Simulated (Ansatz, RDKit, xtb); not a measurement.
# C2H9ClOSi2: which of the isomers drawn lies lowest?

A sample of isomers of C2H9ClOSi2 is drawn. Aim: find which of them has the lowest free energy at 298.15 K, then its properties. The sample is small against all isomers, and the most stable one of this formula need not be in it.

The funnel: GFN2-xTB relaxations, single points with a density functional, relaxations at PBE-D3(BJ)/def2-SVP, harmonic vibrations (at GFN2-xTB), and a last energy at a higher level. All values are calculated.

## (1) Possible bonding patterns

Isomers were taken from a list of plausible structures; this is a sample, not all of them. That gives 14 candidates.

```csv
label,SMILES,spin
c054,C[Si@H](CCl)O[SiH3],singlet
c147,CC[Si@H](Cl)O[SiH3],singlet
c166,[SiH3]CO[SiH2]CCl,singlet
c199,C[SiH](C)O[SiH2]Cl,singlet
c365,C[Si@H](Cl)OC[SiH3],singlet
c369,[SiH3]O[SiH2]CCCl,singlet
c421,C[Si@H](CCl)[SiH2]O,singlet
c529,C[SiH2]O[SiH2]CCl,singlet
c634,C[SiH2]CO[SiH2]Cl,singlet
c692,CO[Si@H](Cl)[SiH2]C,singlet
c710,CO[Si@H]([SiH3])CCl,singlet
c715,CO[Si@H](Cl)C[SiH3],singlet
c862,O[SiH2]CC[SiH2]Cl,singlet
c998,O[Si@H](C[SiH3])CCl,singlet
```

Candidates are built by distance geometry, with a force field where one applies, in up to four conformers (letters a to d).

**Question.** With final energies at CCSD(T)/def2-SVP + MP2/def2-TZVPP - MP2/def2-SVP, which structure will this search put lowest in free energy, and by what margin?

| quantity | value |
| --- | --- |
| lowest structure found | C[SiH](C)O[SiH2]Cl, singlet |
| next finalist | CC[Si@H](Cl)O[SiH3], singlet, 12.3 kcal/mol higher in G |
| share at equilibrium, among the finalists | 100.0 % |

The search ends on `C[SiH](C)O[SiH2]Cl`. Among the finalists first place is clear (12.3 kcal/mol); structures outside the list aren't covered. HF/STO-3G, r2SCAN-D4/def2-SVP, PBE-D3(BJ)/def2-SVP, HF/def2-SVP and MP2/def2-SVP already put its bonding pattern lowest among the structures in one piece; GFN2-xTB favours the singlet CC[Si@H](Cl)O[SiH3]. 6 minima inside the window were never screened. Lowest found is not proven lowest: the search is finite, and each finalist counts with one conformer. Only 14 drawn patterns were tried, so whole families of isomers are missing, and the result ranks this sample alone.
